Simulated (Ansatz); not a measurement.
# Al2Zn: a line through a two-coordinate scan

One table from this session's results is given with a row withheld; the runs are named, their logs left out.

Program: Ansatz 0.2.0. Level of theory: DFT PBEsol, scalar-relativistic, plane waves, PAW. These are calculated values, not measurements.

18 further runs of the same task are left out: 1 for a known fault of the program, 17 set aside as unsound or not needed.

## The structure to begin with

Symmetry: P-3m1, No. 164, trigonal system. The conventional cell has a = 2.795 Å, b = 2.795 Å, c = 6.915 Å, α = 90.00°, β = 90.00°, γ = 120.00°. Around Al (site symmetry 3m) lie 3 Zn at 2.79 Å and 9 Al at 2.79 to 2.86 Å. Zn (site symmetry -3m) is surrounded by 6 Al at 2.79 Å and 6 Zn at 2.79 Å.

Structure file:

```xyz
3
Lattice="2.7948 0.0000 0.0000 -1.3974 2.4203 0.0000 0.0000 0.0000 6.9148" Properties=species:S:1:pos:R:3 pbc="T T T"
Al    0.0000    1.6136    2.2756
Al    1.3974    0.8068    4.6393
Zn    0.0000    0.0000    0.0000
```

It goes back to an entry of the Materials Project, which need not be the stable form.

It is the result of an earlier relaxation at this level (volume 15.59 Å³/atom; gap on the mesh: none (metal)).

## Plan of the line

The energy is mapped over volume and the cell's shape.

- volume per atom: 7 values from 13.10 to 18.09 Å³
- c/a of the conventional cell: 7 values from 2.062 to 2.968

Nothing else is relaxed (fractional coordinates fixed). Energies count from the relaxed crystal. Points are written as (first, second).

The first run:

Contents of input.yaml:

```yaml
crystal:
  lattice:
    - [2.6369944809, 0.0, 0.0]
    - [-1.3184972405, 2.2837042101, 0.0]
    - [0.0, 0.0, 6.5244515263]
  atoms:
    - { symbol: Al, position: [0.3333333333, 0.6666666667, 0.3290843613] }
    - { symbol: Al, position: [0.6666666667, 0.3333333333, 0.6709156387] }
    - { symbol: Zn, position: [0.0, 0.0, 0.0] }
basis:
  ecutwfc: 520.0
kpoints:
  mp_grid: { grid: [18, 18, 6] }
hamiltonian:
  xc: pbesol
scf:
  occupations: { method: gaussian, width: 0.15 }
output:
  forces: true
  stress: true
  eigenvalues: true
```

On the command line:

```bash
ansatz run input.yaml --threads 1 --pin off --max-ram 2048MiB --backend cpu --events-out ev --progress --plain --runs-dir out
```

Steps of the session up to this table: The run at (13.10 Å³, 2.474); The run at (13.93 Å³, 2.474); Point (14.76 Å³, 2.474); The run at (16.42 Å³, 2.474); Point (17.25 Å³, 2.474).

One of the session's tables, all rows but one given; the rest of the session is left out.

| volume per atom (Å³) | energy (meV/atom) | slope (meV/atom per Å³) | pressure (GPa) | largest force on an atom (eV/Å) |
| --- | --- | --- | --- | --- |
| 13.10 | 145 | −137 | 21.9 | 0.053 |
| 13.93 | 58 | −77 | 12.3 | 0.029 |
| 14.76 | 13 | −33 | 5.3 | 0.012 |
| 15.59 | 0 | 0 | 0.0 | 0.000 |
| 16.42 | ? | ? | ? | ? |
| 17.25 | 38 | 42 | −6.7 | 0.011 |
| 18.09 | 78 | 54 | −8.7 | 0.012 |

Q: Estimate the row for volume per atom (Å³) = 16.42 from the others.

Worked estimate for «energy (meV/atom)». A straight line through the neighbours (15.59, 0) and (17.25, 38) gives 0 + (38 − 0) × (16.42 − 15.59) / (17.25 − 15.59) = 19; a parabola fitted to 4 rows on both sides gives 10.

As computed: energy (meV/atom): 10; slope (meV/atom per Å³): 24; pressure (GPa): −3.9; largest force on an atom (eV/Å): 0.007. In «energy (meV/atom)» the line misses by +9 and the parabola by +0.

Energies count from the relaxed crystal. Rows without a step come from runs not printed here or follow by symmetry. Slopes come from the forces (and the stress, where the cell changes), not from differences of energies.

**Reading.** Along the line the energy is lowest at 15.59 Å³, 0 meV/atom from the zero. Energies and slopes round the minimum, fitted together, put the minimum at 15.596 Å³, with a curvature of about 34 meV/atom per (Å³)². V·d²E/dV² there is about 84 GPa, a bulk modulus under this line's constraint. The well is lopsided: two grid steps out, the energy rises by 58 meV/atom towards smaller values and 38 meV/atom towards larger ones. The highest point computed, at 13.10 Å³, lies 145 meV/atom above the lowest. This is one cut through a surface in two coordinates; it holds the lowest point sampled, which need not be a minimum.
